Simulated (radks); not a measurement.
**Se inside a hard spherical wall**

An exercise on one series of results from a longer session: the logs are not shown, and one member is left open.

Method: non-relativistic Kohn-Sham, r2SCAN, spin-polarised, spherical densities, point nucleus; open shells are filled with parallel spins first. Code: radks (a radial shooting solver on a logarithmic mesh, Libxc functionals) version 1.

## The atom as given

* element: selenium (Z = 34)
* charge: 0
* electrons: 34
* configuration: [Ar] 3d10 4s2 4p4

The outer shells:

Se
```
[Ar] core
3d [↑↓][↑↓][↑↓][↑↓][↑↓]
4s [↑↓]
4p [↑↓][↑ ][↑ ]
```

Set-up of the first run:

Settings of this run:

```text
Z 34
configuration [Ar] 3d10 4s2 4p4 5s0 4d0 5p0
relativity non-relativistic
functional r2scan,r2scan
spin polarised
nucleus point
```

Steps of the session up to this table: The free atom; Wall at 20 bohr; Wall at 12 bohr; Wall at 8 bohr; Wall at 7 bohr; Wall at 5 bohr; Wall at 4 bohr; Wall at 2.5 bohr; Wall at 2 bohr.

One of the session's tables, all rows but one given; the rest of the session is left out.

| R (bohr) | E − E(free) (eV) | ε(4p) (eV) |
| --- | --- | --- |
| free | 0.000 | -7.552 |
| 20 | 0.000 | -7.552 |
| 12 | 0.000 | -7.552 |
| 8 | 0.022 | -7.504 |
| 7 | 0.091 | -7.398 |
| 5 | 1.699 | -6.044 |
| 4 | ? | ? |
| 2.5 | 100.21 | 24.260 |
| 2 | 271.33 | 62.344 |

Estimate the missing values for R (bohr) = 4.

Worked estimate for «E − E(free) (eV)». A straight line through the neighbours (5, 1.699) and (2.5, 100.21) gives 1.699 + (100.21 − 1.699) × (4 − 5) / (2.5 − 5) = 41.103; a parabola fitted to 4 rows on both sides gives 22.695.

The run gave: E − E(free) (eV): 7.933; ε(4p) (eV): -2.793. In «E − E(free) (eV)» the line misses by +33.170 and the parabola by +14.762.

Shells are not refilled when levels cross, and a hard wall is a model, not a crystal.
